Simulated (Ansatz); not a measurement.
Working through a test of scalar relativity of As2

Computed with Ansatz 0.2.0, Python API.

Notebook, run cell by cell (the value of a cell's last expression is shown):

**Cell 1**
```python
import ansatz as az
import numpy as np
```

**Cell 2**
```python
molecule = (
    az.Crystal.molecule()
    .atom("As", (0.0, 0.0, 0.0))
    .atom("As", (0.0, 0.0, 2.35))
)
```

**Cell 3**
```python
base = molecule.calculation().functional("hf").forces()
# a set contracted for a scalar-relativistic Hamiltonian goes with the relativistic run
sets = {"none": "cc-pVTZ", "scalar": "cc-pVTZ-DK"}
found = {kind: base.basis(gaussian=basis).pseudopotentials(relativity=kind).run(threads=1, pin="off").report for kind, basis in sets.items()}
for kind, each in found.items():
    dipole = 4.803205 * np.linalg.norm(each["charge_distribution"]["dipole_moment_e_ang"])
    print(f"{kind:7s} E = {each['free_energy_ev']:.4f} eV  dipole {dipole:.3f} D  largest force component {np.abs(each['forces_ev_ang']).max():.4f} eV/A")
print(f"relativity lowers the total energy by {found['none']['free_energy_ev'] - found['scalar']['free_energy_ev']:.3f} eV")
```
Output:
```text
none    E = -121592.8570 eV  dipole 0.000 D  largest force component 5.9827 eV/A
scalar  E = -122942.0163 eV  dipole 0.000 D  largest force component 6.0243 eV/A
relativity lowers the total energy by 1349.159 eV
```

The total moves by -1349.2 eV, nearly all in the cores, and the dipole from 0.00 to 0.00 D.

Total energies depend on the basis set; only differences at equal settings carry meaning. The geometry is a force-field or estimated start, not a minimum of this method. The basis set changes with the Hamiltonian (a set recontracted for scalar relativity), and most of the change in the total lies in the cores. The spin state was assumed, and another may lie lower. Hardware and time: 4.2 s on 1 thread of Arm Neoverse V2, on a shared host, peak memory 0.22 GiB.
